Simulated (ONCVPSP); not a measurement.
**H: generating and testing an ONCV potential**

Task: generate the file, and judge it by its errors in other configurations, its logarithmic derivatives, its ghosts and its cutoff.

The numbers are computed with ONCVPSP 4.0.1.1 (patched build) (LDA (Perdew-Wang 92), scalar-relativistic, spin-unpolarised reference atom).

### Step 1. The atom and the settings

Typed settings, in words:

```
element                 : hydrogen (H, Z = 1)
type                    : optimised norm-conserving Vanderbilt (ONCV)
frozen core             : none
valence charge          : 1
reference configuration : 1s1
partial waves           : 1s: rc 0.98 bohr, ncon 4, nbas 8, qcut 5.7 1/bohr, 2 projectors, debl 3.8 Ha; p scattering state at 0.26 Ha: rc 1.20 bohr, ncon 4, nbas 8, qcut 6.7 1/bohr, 2 projectors, debl 2.9 Ha
local potential         : polynomial inside 0.90 bohr (lpopt 5, dvloc0 3 Ha)
core correction         : not asked for
```

### Step 2. The generation run

H.dat

```
# ATOM AND REFERENCE CONFIGURATION
# atsym  z   nc   nv     iexc    psfile
  H 1.00    0    1  -001012      upf
#
#   n    l    f
    1    0    1.00
#
# PSEUDOPOTENTIAL AND OPTIMIZATION
# lmax
    1
#
#   l,   rc,      ep,       ncon, nbas, qcut
    0    0.98    0.00    4    8    5.70
    1    1.20    0.26    4    8    6.70
#
# LOCAL POTENTIAL
# lloc, lpopt,  rc(5),   dvloc0
    4    5    0.90    3.00
#
# VANDERBILT-KLEINMAN-BYLANDER PROJECTORs
# l, nproj, debl
    0    2    3.80
    1    2    2.90
#
# MODEL CORE CHARGE
# icmod, fcfact, rcfact
    0    0.00    0.00
#
# LOG DERIVATIVE ANALYSIS
# epsh1, epsh2, depsh
   -2.00    5.00    0.02
#
# OUTPUT GRID
# rlmax, drl
    6.00    0.01
#
# TEST CONFIGURATIONS
# ncnf
    1
# nvcnf
#   n    l    f
    1
    1    0    0.50
#
```

Run with:

```bash
$ oncvpsp.x < H.dat > H.out
```

Before running it: what results should come out? Wanted: cutoffs for 1 and 0.1 mHa per electron, occupied waves; bound ghosts; GHOST(+) flags; largest test error; largest phase difference near zero energy, channels read.

As calculated:

| quantity | value |
| --- | --- |
| cutoffs for 1 and 0.1 mHa per electron, occupied waves | 16 Ha and 93 Ha |
| bound ghosts | none found |
| GHOST(+) flags | none at low energy |
| largest test error (AE − PS) | +1.2 meV, for 1s0.5 |
| largest phase difference near zero energy, channels read | 0.000 rad |

What this shows: By total energies transferability is very good: the largest error is 1.2 meV on 4.6 eV, for 1s0.5. The potential is soft on the atom at that tolerance: the looser tolerance needs 16 Ha. The tighter tolerance needs 93 Ha, and converged work needs a cutoff nearer that. No bound ghost shows below the valence levels. Near zero energy the phases of the channels with partial waves agree within 0.001 rad.
